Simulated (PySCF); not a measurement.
# ClGeH8O3Si2: the cost of one run

Programs: PySCF 2.14.0. All values are calculated, for the isolated system unless a continuum is named. Atoms count from 0, parts from 1.

### 1 The system as given

Each species was relaxed by itself at GFN2-xTB.

### 2 Energies of the species: PBE0-D3(BJ)/def2-SVPD

Job settings and geometry (Å):

```
{"job": {"kind": "react", "xc": "PBE0", "basis": "def2-SVPD", "disp": "d3bj"}, "charge": 1, "multiplicity": 1}
-1 ClGeH7O3Si2 charge 0 multiplicity 1
O      0.336550    -1.618770     2.338460
Si     0.175170    -0.340310     1.372530
Cl     0.223840     1.255660     2.541370
O      1.405650    -0.266950     0.331870
Si     1.851460     0.289630    -1.127730
O     -1.232860    -0.433230     0.580590
Ge    -2.063650     0.451640    -0.675140
H      0.215480    -2.501430     1.999630
H      1.458840    -0.732740    -2.103440
H      1.152180     1.552630    -1.398960
H      3.293360     0.433000    -0.973510
H     -1.431560     0.055460    -1.976790
H     -1.923530     1.915260    -0.388720
H     -3.460930    -0.059850    -0.520160

-1 H3O charge 1 multiplicity 1
O     -0.003490    -0.001310     0.212690
H     -0.593710    -0.730140    -0.084090
H     -0.333470     0.880730    -0.071290
H      0.930670    -0.149280    -0.057310

+1 ClGeH8O3Si2 charge 1 multiplicity 1
O     -0.229920     1.548690    -2.004560
Si    -0.271760    -0.115720    -1.122590
Cl    -0.765110    -1.367270    -2.533760
O      1.229720    -0.139400    -0.625900
Si     2.289900    -0.767900     0.522250
O     -1.353790     0.255060    -0.033530
Ge    -1.965900    -0.184780     1.647290
H      0.645820     1.922240    -2.185400
H     -0.840760     2.220810    -1.665640
H      3.262970     0.314890     0.574270
H      1.463140    -0.919600     1.724550
H      2.730860    -2.027170    -0.058300
H     -1.734760    -1.658780     1.730740
H     -3.378830     0.271080     1.509070
H     -1.081570     0.647850     2.521520

+1 H2O charge 0 multiplicity 1
O     -0.002640     0.379290     0.007550
H     -0.770740    -0.195050    -0.006190
H      0.773380    -0.184240    -0.001360
```

Level: PBE0-D3(BJ)/def2-SVPD reaction energy of separated species, gas phase.

On the command line:

```bash
OMP_NUM_THREADS=1 python cluster_run.py task.json out
```

One launch serves the whole session: the jobs run in the order shown.

Q: Estimate the wall time and peak memory of this first job on 1 thread of AMD EPYC, shared host.

About 2 min, with a peak of 0.78 GiB.
